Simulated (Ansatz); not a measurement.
**H₆OSeSi₂: up Jacob's ladder to CCSD(T)**

The task here is to estimate one member of a computed series from the others.

Computed with Ansatz 0.2.0, Gaussian basis. Level: functionals in def2-TZVPP, the program's frozen cores in correlated methods.

The runs, in order: PBE-D4, r2SCAN-D4, PBE0-D4, B3LYP-D4, ωB97X-V, ωB97M-V, B2PLYP; CCSD(T)/def2-TZVPP; MP2/def2-QZVPP; extrapolation to the limit.

### The relaxed structure

An earlier PBE0-D4 in a triple-zeta def2 set relaxation fixed the geometry.

SMILES `O[SiH2][SiH2][SeH]`, 10 atoms, charge 0, spin multiplicity 1.

Atoms are counted from 1 here; the program's logs count them from 0.

Bond lengths: O1–Si2 1.649 Å, O1–H5 0.963 Å, Si2–Si3 2.344 Å, Si2–H6 1.484 Å, Si2–H7 1.492 Å, Si3–Se4 2.303 Å, Si3–H8 1.487 Å, Si3–H9 1.486 Å, Se4–H10 1.470 Å. Angles: Si2–O1–H5 114.6°, O1–Si2–Si3 106.7°, O1–Si2–H6 107.4°, O1–Si2–H7 112.1°, Si3–Si2–H6 114.0°, Si3–Si2–H7 108.1°, H6–Si2–H7 108.6°, Si2–Si3–Se4 103.9°, Si2–Si3–H8 115.7°, Si2–Si3–H9 113.2°, Se4–Si3–H8 111.0°, Se4–Si3–H9 103.0°, H8–Si3–H9 109.2°, Si3–Se4–H10 93.2°.

As a file:

```xyz
10

O    -1.66700    1.18389   -0.12104
Si   -0.14936    1.20396    0.52334
Si    0.62339   -1.00926    0.49731
Se   -0.13823   -1.83695   -1.51290
H    -1.80810    0.51072   -0.79506
H    -0.25043    1.79309    1.88176
H     0.79191    2.03237   -0.28521
H     2.09542   -1.18101    0.62087
H    -0.05469   -1.87764    1.49484
H     0.64009   -0.87038   -2.30111
```

Set-up of the first run:

The input, in.yaml:

```yaml
crystal:
  periodic: [false, false, false]
  atoms:
    - {symbol: O, position_ang: [-1.667000, 1.183889, -0.121037]}
    - {symbol: Si, position_ang: [-0.149362, 1.203957, 0.523345]}
    - {symbol: Si, position_ang: [0.623393, -1.009263, 0.497308]}
    - {symbol: Se, position_ang: [-0.138235, -1.836947, -1.512895]}
    - {symbol: H, position_ang: [-1.808103, 0.510725, -0.795061]}
    - {symbol: H, position_ang: [-0.250430, 1.793093, 1.881760]}
    - {symbol: H, position_ang: [0.791912, 2.032372, -0.285210]}
    - {symbol: H, position_ang: [2.095420, -1.181006, 0.620865]}
    - {symbol: H, position_ang: [-0.054687, -1.877644, 1.494842]}
    - {symbol: H, position_ang: [0.640094, -0.870375, -2.301115]}
basis:
  gaussian: {orbitals: def2-TZVPP}
hamiltonian: {xc: pbe, dispersion: d4}
output: {forces: true, orbitals: {seedname: orbitals}}
```

Run with:

```bash
> ansatz run in.yaml --threads 4 --pin off --events-out ev --progress --plain --max-ram 10444MiB
```

Among the steps run: PBE-D4 (GGA); r2SCAN-D4 (meta-GGA); PBE0-D4 (hybrid); B3LYP-D4 (hybrid); ωB97X-V (range-separated); ωB97M-V (range-separated); B2PLYP (double hybrid); CCSD(T) in def2-TZVPP; MP2 in def2-QZVPP.

One table of the session follows, with a row left open; its other results are not shown here.

| method | atomisation energy (eV) |
| --- | --- |
| PBE-D4 | 31.910 |
| r2SCAN-D4 | 32.003 |
| PBE0-D4 | 31.554 |
| B3LYP-D4 | 31.834 |
| ωB97X-V | ? |
| ωB97M-V | 31.899 |
| B2PLYP | 31.401 |
| HF/def2-TZVPP | 23.110 |
| MP2/def2-TZVPP | 31.253 |
| CCSD/def2-TZVPP | 30.720 |
| CCSD(T)/def2-TZVPP | 31.140 |
| MP2/CBS | 32.278 |
| CCSD(T)/CBS | 32.166 |

Q: Estimate the row for ωB97X-V from the others.

As computed: atomisation energy (eV): 32.194. In the column «atomisation energy (eV)» it lies between CCSD(T)/CBS (32.166) and MP2/CBS (32.278).

Limits of these values: Free atoms (1 O, 2 Si, 1 Se, 6 H) were run apart at each level; the atomisation energy is their sum less the molecule, without zero-point or spin-orbit terms.
